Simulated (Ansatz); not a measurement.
**C2H8B2: one species, many methods**

An exercise on one series of results from a longer session: the logs are not shown, and one member is left open.

Program: Ansatz 0.2.0, Gaussian basis. Level of theory: functionals in def2-TZVPP, the program's frozen cores in correlated methods. These are calculated values, not measurements.

Levels to be run: LDA (SPW92), PBE-D4, revPBE-D4, BLYP-D4, r2SCAN-D4, B97M-V, PBE0-D4, B3LYP-D4, r2SCANh-D4, r2SCAN0-D4, HSE06-D4, BHLYP-D4, CAM-B3LYP-D4, LC-ωPBE, ωB97X-V, ωB97M-V, B2PLYP, PBE-QIDH; CCSD(T)/def2-SVP; CCSD(T)/def2-TZVPP; MP2/def2-QZVPP; extrapolation to the limit; RPA on PBE.

## The geometry

The geometry comes from an earlier relaxation with PBE0-D4 in a triple-zeta def2 set; it is a stationary point, not always the lowest conformer.

SMILES `BCCB`, 12 atoms, charge 0, spin multiplicity 1.

Atoms are counted from 1 here; the program's logs count them from 0.

Bond lengths: B1–C2 1.537 Å, B1–H5 1.196 Å, B1–H6 1.194 Å, C2–C3 1.584 Å, C2–H7 1.109 Å, C2–H8 1.083 Å, C3–B4 1.537 Å, C3–H9 1.083 Å, C3–H10 1.109 Å, B4–H11 1.196 Å, B4–H12 1.194 Å. Angles: C2–B1–H5 119.1°, C2–B1–H6 119.5°, H5–B1–H6 121.3°, B1–C2–C3 79.0°, B1–C2–H7 115.6°, B1–C2–H8 122.5°, C3–C2–H7 113.1°, C3–C2–H8 110.3°, H7–C2–H8 111.7°, C2–C3–B4 79.0°, C2–C3–H9 110.3°, C2–C3–H10 113.1°, B4–C3–H9 122.5°, B4–C3–H10 115.6°, H9–C3–H10 111.7°, C3–B4–H11 119.1°, C3–B4–H12 119.5°, H11–B4–H12 121.3°.

As a file:

| atom | x (Å) | y (Å) | z (Å) |
| --- | --- | --- | --- |
| B1 | -0.3972 | 1.3749 | -0.4468 |
| C2 | -0.8397 | -0.0475 | -0.0687 |
| C3 | 0.5798 | 0.0234 | 0.6301 |
| B4 | 0.6380 | -1.3717 | -0.0121 |
| H5 | 0.1838 | 1.5490 | -1.4772 |
| H6 | -0.6876 | 2.2893 | 0.2638 |
| H7 | -0.8771 | -0.7761 | -0.9033 |
| H8 | -1.6111 | -0.2412 | 0.6659 |
| H9 | 0.4668 | 0.1689 | 1.6969 |
| H10 | 1.2472 | 0.7863 | 0.1814 |
| H11 | 1.1010 | -1.4889 | -1.1082 |
| H12 | 0.2732 | -2.3218 | 0.6121 |

Set-up of the first run:

Contents of in.yaml:

```yaml
crystal:
  periodic: [false, false, false]
  atoms:
    - {symbol: B, position_ang: [-0.397160, 1.374886, -0.446778]}
    - {symbol: C, position_ang: [-0.839748, -0.047489, -0.068666]}
    - {symbol: C, position_ang: [0.579771, 0.023422, 0.630078]}
    - {symbol: B, position_ang: [0.638043, -1.371653, -0.012084]}
    - {symbol: H, position_ang: [0.183784, 1.549015, -1.477193]}
    - {symbol: H, position_ang: [-0.687589, 2.289286, 0.263821]}
    - {symbol: H, position_ang: [-0.877118, -0.776085, -0.903275]}
    - {symbol: H, position_ang: [-1.611067, -0.241219, 0.665922]}
    - {symbol: H, position_ang: [0.466765, 0.168930, 1.696915]}
    - {symbol: H, position_ang: [1.247178, 0.786334, 0.181355]}
    - {symbol: H, position_ang: [1.101021, -1.488869, -1.108204]}
    - {symbol: H, position_ang: [0.273219, -2.321760, 0.612108]}
basis:
  gaussian: {orbitals: def2-TZVPP}
hamiltonian: {xc: lda}
output: {orbitals: {seedname: orbitals}}
```

Launch:

```bash
$ ansatz run in.yaml --threads 2 --pin off --events-out ev --progress --plain --max-ram 4352MiB
```

Steps of the session up to this table: LDA; PBE-D4 (GGA); revPBE-D4 (GGA); BLYP-D4 (GGA); r2SCAN-D4 (meta-GGA); B97M-V (meta-GGA); PBE0-D4 (hybrid); B3LYP-D4 (hybrid); r2SCANh-D4 (hybrid); r2SCAN0-D4 (hybrid); HSE06-D4 (hybrid); BHLYP-D4 (hybrid); CAM-B3LYP-D4 (range-separated); LC-ωPBE (range-separated); ωB97X-V (range-separated); ωB97M-V (range-separated); B2PLYP (double hybrid); PBE-QIDH (double hybrid).

One table of the session follows, with a row left open; its other results are not shown here.

It belongs to the step «Orbital energies across the functionals». 

```
  functional  HOMO (eV)  gap (eV)
 LDA (SPW92)      -7.49      5.82
      PBE-D4      -7.35      5.93
   revPBE-D4      -7.29      5.97
     BLYP-D4      -7.19      5.94
   r2SCAN-D4      -7.55      6.56
      B97M-V          ?         ?
     PBE0-D4      -8.53      8.09
    B3LYP-D4      -8.29      7.66
  r2SCANh-D4      -8.00      7.34
  r2SCAN0-D4      -8.67      8.49
    HSE06-D4      -8.13      7.31
    BHLYP-D4      -9.56     10.13
CAM-B3LYP-D4      -9.85     10.47
     LC-ωPBE     -11.24     12.98
     ωB97X-V     -10.85     12.51
     ωB97M-V     -10.77     12.10
```

Estimate the missing values for B97M-V.

The run gave: HOMO (eV): -7.64; gap (eV): 6.54. In the column «HOMO (eV)» it lies between r2SCANh-D4 (-8.00) and r2SCAN-D4 (-7.55).
